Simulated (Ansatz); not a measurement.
# BN: the cost of one run

Program: Ansatz 0.2.0. Level of theory: DFT r2SCAN, scalar-relativistic, plane waves, PAW. These are calculated values, not measurements.

1 further run of the same task is left out (set aside as unsound or not needed). Runs told in other sessions of the task aren't counted.

### 1 The starting structure

Symmetry: P6_3mc, No. 186, hexagonal system. The conventional cell has a = 2.544 Å, b = 2.544 Å, c = 4.208 Å, α = 90.00°, β = 90.00°, γ = 120.00°. Around B (site symmetry 3m) lie 4 N at 1.56 to 1.58 Å. N (site symmetry 3m) has 4 B at 1.56 to 1.58 Å in its first shell of neighbours.

Coordinates:

```cif
data_structure
_symmetry_space_group_name_H-M 'P 1'
_symmetry_Int_Tables_number 1
_cell_length_a 2.5440
_cell_length_b 2.5440
_cell_length_c 4.2077
_cell_angle_alpha 90.000
_cell_angle_beta 90.000
_cell_angle_gamma 120.000
_cell_volume 23.58
loop_
_atom_site_label
_atom_site_type_symbol
_atom_site_fract_x
_atom_site_fract_y
_atom_site_fract_z
_atom_site_occupancy
B1 B 0.66667 0.33333 0.99980 1
B2 B 0.33333 0.66667 0.49980 1
N1 N 0.66667 0.33333 0.62520 1
N2 N 0.33333 0.66667 0.12520 1
```

It goes back to an entry of the Materials Project, which need not be the stable form.

It is the result of an earlier relaxation at this level (volume 5.90 Å³/atom; gap on the mesh: 5.75 eV).

### 2 The reference cell

Reference values: F = -1087.9362 eV; pressure 0.00 GPa; largest force 0.000 eV/Å; gap on the mesh 5.75 eV. It was computed beforehand with the settings of the runs below.

### 3 Zone-centre phonons by finite displacements

Input file input.yaml:

```yaml
crystal:
  lattice:
    - [2.5439665234, 0.0, 0.0]
    - [-1.2719832617, 2.2031396356, 0.0]
    - [0.0, 0.0, 4.2077449346]
  atoms:
    - { symbol: B, position: [0.6666666667, 0.3333333333, 0.9997995909] }
    - { symbol: B, position: [0.3333333333, 0.6666666667, 0.4997995909] }
    - { symbol: "N", position: [0.6666666667, 0.3333333333, 0.6252004091] }
    - { symbol: "N", position: [0.3333333333, 0.6666666667, 0.1252004091] }
basis:
  ecutwfc: 500
kpoints:
  mp_grid: { grid: [12, 12, 6] }
hamiltonian:
  xc: r2scan
scf:
  occupations: { method: gaussian, width: 0.05 }
output:
  eigenvalues: true
phonons:
  method: fd
  supercell: [1, 1, 1]
  amplitude: 0.02
  eigenvectors: true
  dielectric: false
```

Launch:

```console
$ ansatz run input.yaml --threads 2 --pin off --max-ram 5120MiB --backend cpu --events-out ev --progress --plain --runs-dir out
```

Q: Estimate wall time and peak memory on 2 threads of Intel Xeon 6975P-C (Granite Rapids), shared host.

About 18 s, with a peak of 0.57 GiB.
